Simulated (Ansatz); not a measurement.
# ZrCl (doublet): from Hartree-Fock to the top rungs, def2-SVP

An exercise on one series of results from a longer session: the logs are not shown, and one member is left open.

Computed with Ansatz 0.2.0, Gaussian basis. Level: def2-SVP, core rule «outside noble gas», up to 9 orbitals frozen.

The runs, in order: UHF; CCSD(T) on ROHF; CCSD(T) on UHF; CISD; CCSDT(Q) on ROHF; CCSDT(Q) on UHF.

26 further runs of the same task are left out: 10 for a known fault of the program, 5 that didn't finish, 11 set aside as unsound or not needed.

### The system

The geometry is a PBE0/def2-TZVP stationary point (not a proven minimum). No spin-orbit coupling is included. Elements past krypton take def2 core potentials.

2 atoms, charge 0, spin multiplicity 2.

Atoms are counted from 1 here; the program's logs count them from 0.

Bond lengths: Zr1–Cl2 2.304 Å.

Set-up of the first run:

Contents of in.yaml:

```yaml
crystal:
  periodic: [false, false, false]
  atoms:
    - {symbol: Zr, position_ang: [0.000000, 0.000000, 0.000000]}
    - {symbol: Cl, position_ang: [0.000000, 0.000000, 2.304496]}
basis:
  gaussian: {orbitals: def2-SVP}
magnetization: {spin_polarized: true, initial_magnetization: 1}
hamiltonian: {xc: hf}
output: {orbitals: {seedname: orbitals}}
```

Command:

```console
> ansatz run in.yaml --threads 1 --pin off --events-out ev --progress --plain --max-ram 2393MiB
```

Among the steps run: UHF; CCSD(T) on ROHF; CCSD(T) on UHF; CISD; CCSDT(Q) on ROHF; CCSDT(Q) on UHF.

One table of the session follows, with a row left open; its other results are not shown here.

It belongs to the step «Misses and costs». 

| method | from RCCSDT(Q) (kJ/mol) |
| --- | --- |
| ROHF | +586.9 |
| UHF | ? |
| RMP2 | +91.6 |
| UMP2 | +93.3 |
| RCCSD | +25.2 |
| UCCSD | +21.0 |
| RCCSD(T) | +5.1 |
| UCCSD(T) | +2.3 |
| RCCSDT | +1.2 |
| UCCSDT | -1.4 |
| RCCSDT(Q) | 0 |
| UCCSDT(Q) | -3.3 |

**Question.** Estimate the row for UHF.

As computed: from RCCSDT(Q) (kJ/mol): +548.8. In the column «from RCCSDT(Q) (kJ/mol)» it lies between UMP2 (+93.3) and ROHF (+586.9).

Not comparable, so not listed: CISD (they don't share determinant, frozen orbitals or solution with the rows shown, or repeat one).

With the free atoms at the same levels and basis (separate runs), the atomisation energy is 4.464 eV at RCCSDT(Q), 4.449 eV at RCCSD(T), 4.397 eV at UCCSD(T), 3.336 eV at ROHF.

To keep in mind: The determinant is far from a pure spin state, so its energy mixes those of several spin states (harmless only where they are near-degenerate, as at dissociation). Restricted and unrestricted rows rest on different reference determinants; where their highest levels disagree by more than a few hundredths of an eV, they describe different states and don't form one ladder.
